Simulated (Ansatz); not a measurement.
Working through a single point in a Gaussian basis of CH₆SSi₂, SMILES S[SiH]1C[SiH2]1

Computed with Ansatz 0.2.0, Python API.

Run as a notebook:

In [1]:
```python
import json

import ansatz
```

In [2]:
```python
geometry_ang = [
    ('S', [-2.4756, 0.1832, -0.3301]),
    ('Si', [-0.6787, 0.5486, 0.6367]),
    ('C', [0.635, 0.1522, -0.5483]),
    ('Si', [0.8881, -1.1233, 0.748]),
    ('H', [-2.2782, 0.9948, -1.4262]),
    ('H', [-0.4518, 1.9325, 1.1734]),
    ('H', [1.5073, 0.8674, -0.5768]),
    ('H', [0.4149, -0.1819, -1.524]),
    ('H', [0.4712, -2.4619, 0.2667]),
    ('H', [2.051, -0.9626, 1.5838]),
]
geometry = ansatz.Crystal.molecule()
for symbol, xyz in geometry_ang:
    geometry = geometry.atom(symbol, xyz)
```

In [3]:
```python
calculation = geometry.calculation().basis(gaussian='aug-cc-pVDZ').functional('r2scan')
print(calculation.to_yaml())
rep = calculation.session().plan(threads=1).execute().report
```
```text
crystal:
  periodic: [false, false, false]
  atoms:
    - { symbol: S, position_ang: [-2.4756, 0.1832, -0.3301] }
    - { symbol: Si, position_ang: [-0.6787, 0.5486, 0.6367] }
    - { symbol: C, position_ang: [0.635, 0.1522, -0.5483] }
    - { symbol: Si, position_ang: [0.8881, -1.1233, 0.748] }
    - { symbol: H, position_ang: [-2.2782, 0.9948, -1.4262] }
    - { symbol: H, position_ang: [-0.4518, 1.9325, 1.1734] }
    - { symbol: H, position_ang: [1.5073, 0.8674, -0.5768] }
    - { symbol: H, position_ang: [0.4149, -0.1819, -1.524] }
    - { symbol: H, position_ang: [0.4712, -2.4619, 0.2667] }
    - { symbol: H, position_ang: [2.051, -0.9626, 1.5838] }
basis:
  gaussian:
    orbitals: aug-cc-pVDZ
hamiltonian:
  xc: r2scan
```

In [4]:
```python
for key in ('converged', 'free_energy_ev', 'reference_energy_ev', 'n_frozen', 'n_occupied', 'n_virtual'):
    print(f'{key:22s} {rep[key]}')
with open('ch6ssi2.json', 'w') as handle:
    json.dump({k: rep[k] for k in ('free_energy_ev', 'reference_energy_ev', 'n_occupied', 'n_virtual')}, handle, indent=1)
```
```text
converged              True
free_energy_ev         -27721.878605325608
reference_energy_ev    -27721.878605325608
n_frozen               0
n_occupied             [28, 28]
n_virtual              [130, 130]
```

File `ch6ssi2.json` afterwards:
```json
{
 "free_energy_ev": -27721.878605325608,
 "reference_energy_ev": -27721.878605325608,
 "n_occupied": [
  28,
  28
 ],
 "n_virtual": [
  130,
  130
 ]
}
```

Caveats:
- These settings explore the input space; basis and method may be short of convergence.
- The geometry is a force-field or estimated start, not a minimum of this method, and the basis set is short of its limit.
- Finished in 14 s on 1 thread of Arm Neoverse V1 (shared host), peak memory 0.31 GiB.

(Lines on the test bed's own set-up are left out of the output.)
